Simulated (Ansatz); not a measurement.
# CH5NOSi: basis-set convergence

The task here is to estimate one member of a computed series from the others.

Computed with Ansatz 0.2.0, Gaussian basis. Level: one geometry, several basis sets.

The runs, in order: PBE0-D4/def2-SVP; ωB97M-V/def2-SVP; PBE0-D4/def2-QZVPP; ωB97M-V/def2-QZVPP; the functionals' def2-TZVPP values are taken from earlier runs.

### Structure used throughout

The geometry comes from an earlier relaxation with PBE0-D4 in a triple-zeta def2 set; it is a stationary point, not always the lowest conformer.

9 atoms, charge 0, spin multiplicity 1.

Atoms are counted from 1 here; the program's logs count them from 0.

Bond lengths: C1–N2 1.468 Å, C1–O4 1.436 Å, C1–H5 1.095 Å, C1–H6 1.097 Å, N2–Si3 1.726 Å, N2–H7 1.006 Å, Si3–O4 1.668 Å, Si3–H8 1.491 Å, Si3–H9 1.484 Å. Angles: N2–C1–O4 99.7°, N2–C1–H5 113.1°, N2–C1–H6 113.7°, O4–C1–H5 109.5°, O4–C1–H6 110.7°, H5–C1–H6 109.7°, C1–N2–Si3 87.4°, C1–N2–H7 118.3°, Si3–N2–H7 129.6°, N2–Si3–O4 81.7°, N2–Si3–H8 118.1°, N2–Si3–H9 117.7°, O4–Si3–H8 115.5°, O4–Si3–H9 114.4°, H8–Si3–H9 107.9°, C1–O4–Si3 90.7°.

Geometry (Å):

```
C    -0.8008    0.7296    0.1217
N    -0.0908    0.0390   -0.9612
Si    0.7272   -0.8671    0.2595
O    -0.3208   -0.0237    1.2461
H    -1.8897    0.6307    0.0539
H    -0.5316    1.7885    0.2206
H     0.2873    0.5918   -1.7113
H     2.1762   -0.5966    0.4808
H     0.5315   -2.3385    0.2729
```

The first run:

The input, in.yaml:

```yaml
crystal:
  periodic: [false, false, false]
  atoms:
    - {symbol: C, position_ang: [-0.800821, 0.729622, 0.121725]}
    - {symbol: N, position_ang: [-0.090764, 0.038960, -0.961183]}
    - {symbol: Si, position_ang: [0.727212, -0.867051, 0.259505]}
    - {symbol: O, position_ang: [-0.320789, -0.023690, 1.246060]}
    - {symbol: H, position_ang: [-1.889661, 0.630652, 0.053917]}
    - {symbol: H, position_ang: [-0.531625, 1.788521, 0.220586]}
    - {symbol: H, position_ang: [0.287348, 0.591764, -1.711296]}
    - {symbol: H, position_ang: [2.176211, -0.596611, 0.480837]}
    - {symbol: H, position_ang: [0.531488, -2.338466, 0.272851]}
basis:
  gaussian: {orbitals: def2-SVP}
hamiltonian: {xc: pbe0, dispersion: d4}
output: {orbitals: {seedname: orbitals}}
```

Command:

```
$ ansatz run in.yaml --threads 2 --pin off --events-out ev --progress --plain --max-ram 4352MiB
```

Among the steps run: PBE0-D4 in def2-SVP; ωB97M-V in def2-SVP; PBE0-D4 in def2-QZVPP; ωB97M-V in def2-QZVPP.

One table of the session follows, with a row left open; its other results are not shown here.

```
functional       basis  HOMO (eV)  LUMO (eV)
   PBE0-D4    def2-SVP          ?          ?
   PBE0-D4  def2-TZVPP      -7.11      -0.28
   PBE0-D4  def2-QZVPP      -7.14      -0.41
   ωB97M-V    def2-SVP      -9.29       2.13
   ωB97M-V  def2-TZVPP      -9.44       1.43
   ωB97M-V  def2-QZVPP      -9.48       1.13
```

Q: Estimate the row for PBE0-D4, def2-SVP from the others.

**Answer.** HOMO (eV): -6.97; LUMO (eV): 0.18. In the column «HOMO (eV)» it is the highest.
